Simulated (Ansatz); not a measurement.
This session for vertical spin-state energies of BClH3NS, SMILES NB(S)Cl with the Ansatz DFT code, driven from Python holds a mistake.

`bclh3ns.xyz`
```text
7

N    -0.54990    1.04080   -0.24570
B    -0.37430   -0.41440   -0.12250
S     0.83110   -1.07140    1.12350
Cl   -1.22550   -1.57210   -1.20220
H     0.33000    1.51150   -0.48830
H    -0.89480    1.45310    0.67910
H     1.94450   -1.01550    0.21040
```

Run as a notebook:

**Cell 1**
```python
import ansatz

molecule = ansatz.Crystal.molecule_from_extxyz('bclh3ns.xyz')
```

**Cell 2**
```python
calc = molecule.calculation().basis('def2-SVPD').functional('PBE')
found = {}
for unpaired in [0, 2]:
    data = calc.spin('collinear', total=unpaired).run(threads=1, pin='off').report
    s = unpaired / 2
    found[unpaired] = data['free_energy_ev']
    print(f'2S+1 = {unpaired + 1}: E = {found[unpaired]:.5f} eV, <S^2> = {abs(data["mean_field"]["state"]["spin_squared"]):.3f} (pure state {s * (s + 1):.2f})')
lowest = min(found, key=found.get)
for unpaired, e in found.items():
    print(f'multiplicity {unpaired + 1}: {96.485332 * (e - found[lowest]):.1f} kJ/mol above the lowest')
```
Output:
```text
Traceback (most recent call last):
  File "<cell 2>", line 1, in <module>
    calc = molecule.calculation().basis('def2-SVPD').functional('PBE')
           ~~~~~~~~~~~~~~~~~~~~~~~~~~~~^^^^^^^^^^^^^
  ...
ansatz.errors.InputError: .basis: cutoff (an energy: a number in eV, or e.g. 30 * az.Ry) is a number, got 'def2-SVPD'
```

What is wrong, and how is it mended?

The fault: the basis name must go under gaussian=. The change:

```diff
--- before
+++ after
@@
 # %%
-calc = molecule.calculation().basis('def2-SVPD').functional('PBE')
+calc = molecule.calculation()
+calc = calc.basis(gaussian='def2-SVPD')
+calc = calc.functional('PBE')
 found = {}
```

Run as a notebook:

(earlier cells as before)

In [2]:
```python
calc = molecule.calculation()
calc = calc.basis(gaussian='def2-SVPD')
calc = calc.functional('PBE')
found = {}
for unpaired in [0, 2]:
    data = calc.spin('collinear', total=unpaired).run(threads=1, pin='off').report
    s = unpaired / 2
    found[unpaired] = data['free_energy_ev']
    print(f'2S+1 = {unpaired + 1}: E = {found[unpaired]:.5f} eV, <S^2> = {abs(data["mean_field"]["state"]["spin_squared"]):.3f} (pure state {s * (s + 1):.2f})')
lowest = min(found, key=found.get)
for unpaired, e in found.items():
    print(f'multiplicity {unpaired + 1}: {96.485332 * (e - found[lowest]):.1f} kJ/mol above the lowest')
```
```text
2S+1 = 1: E = -25553.86225 eV, <S^2> = 0.000 (pure state 0.00)
2S+1 = 3: E = -25551.00015 eV, <S^2> = 2.005 (pure state 2.00)
multiplicity 1: 0.0 kJ/mol above the lowest
multiplicity 3: 276.2 kJ/mol above the lowest
```

Total energies depend on the basis set; only differences at equal settings carry meaning. The geometry is a force-field or estimated start, not a minimum of this method, and the basis set is short of its limit. All parts are taken at fixed geometry, without zero-point energy. Wall time of the script: 17 s on 1 thread of Arm Neoverse V1 (shared host), peak memory 0.28 GiB.
